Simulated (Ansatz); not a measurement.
# C2H4BNTe: the cost of one run

All numbers below are computed with Ansatz 0.2.0 (RKS PBE/def2-mTZVP).

**1. The structure to begin with**

Bond lengths: N1–B2 1.546 Å, B2–C3 1.587 Å, C3–C4 1.357 Å, C3–Te5 1.994 Å, C4–Te5 2.001 Å, N1–H6 1.084 Å, N1–H7 1.060 Å, B2–H8 1.166 Å, C4–H9 1.162 Å. Angles: N1–B2–C3 122.7°, N1–B2–H8 115.9°, C3–B2–H8 121.4°, B2–N1–H6 104.4°, B2–N1–H7 105.0°, H6–N1–H7 102.5°, B2–C3–C4 145.3°, B2–C3–Te5 144.1°, C4–C3–Te5 70.4°, C3–C4–Te5 69.9°, C3–C4–H9 148.4°, Te5–C4–H9 141.5°, C3–Te5–C4 39.7°.

As a file:

```xyz
9

N     1.7286   -0.6379   -0.8706
B     0.6107   -0.7356    0.1934
C    -0.6266    0.2569    0.2289
C    -1.7303    0.6387    0.9190
Te   -1.4506    1.8435   -0.6534
H     2.0743    0.3872   -0.8053
H     1.2230   -0.6512   -1.8024
H     0.7392   -1.5761    0.9918
H    -2.4797    0.4281    1.7816
```

**2. End point A**

input.yaml

```yaml
crystal:
  periodic: [false, false, false]
  atoms:
    - { symbol: "N", position_ang: [1.7286, -0.6379, -0.8706] }
    - { symbol: B, position_ang: [0.6107, -0.7356, 0.1934] }
    - { symbol: C, position_ang: [-0.6266, 0.2569, 0.2289] }
    - { symbol: C, position_ang: [-1.7303, 0.6387, 0.919] }
    - { symbol: Te, position_ang: [-1.4506, 1.8435, -0.6534] }
    - { symbol: H, position_ang: [2.0743, 0.3872, -0.8053] }
    - { symbol: H, position_ang: [1.223, -0.6512, -1.8024] }
    - { symbol: H, position_ang: [0.7392, -1.5761, 0.9918] }
    - { symbol: H, position_ang: [-2.4797, 0.4281, 1.7816] }
basis:
  gaussian: { orbitals: def2-mTZVP }
hamiltonian:
  xc: pbe
relax:
  f_tol: 0.02
  max_steps: 50
```

Command:

```bash
> ansatz run input.yaml --threads 2 --pin off --max-ram 3072MiB --backend cpu --events-out ev --progress --plain --runs-dir out
```

Q: Estimate wall time and peak memory on 2 threads of Arm Neoverse N1, shared host.

About 76 s, with a peak of 0.17 GiB.
